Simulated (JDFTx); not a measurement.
Runs of JDFTx 1.7.0 (patched build) on GaF. Symmetry: F-43m, No. 216, cubic system. The conventional cell has a = 5.692 Å, b = 5.692 Å, c = 5.692 Å, α = 90.00°, β = 90.00°, γ = 90.00°. Ga (site symmetry -43m) is surrounded by 4 F at 2.46 Å. F (site symmetry -43m) is surrounded by 4 Ga at 2.46 Å. The cell was built by a generator and needn't be a form met in nature.

```csv
level,gap on the mesh (eV),pressure (GPa),relaxed volume (Å³/atom)
PBE+D3(BJ),2.47,0.0,24.16
PBE,(a),0.0,23.03
PBE+D2,2.00,0.0,(b)
PBE+D3,2.47,0.0,24.20
```

Alike in all rows: task relaxation of cell and atoms; potentials or basis PseudoDojo-SR-PBE-0.5-standard with smoothed tails; no spin polarisation; cell relaxed; k mesh 6 × 6 × 6; cutoff (eV) 1143; smearing fermi-dirac 0.05 eV.

Estimate the missing entries.

(a) 2.28; (b) 21.54.

Caveats: the plane waves are those of the starting cell, so after so large a change of volume the result is rough (some runs).

A k mesh can miss the band edges, and the runs leave out spin-orbit coupling on Ga.
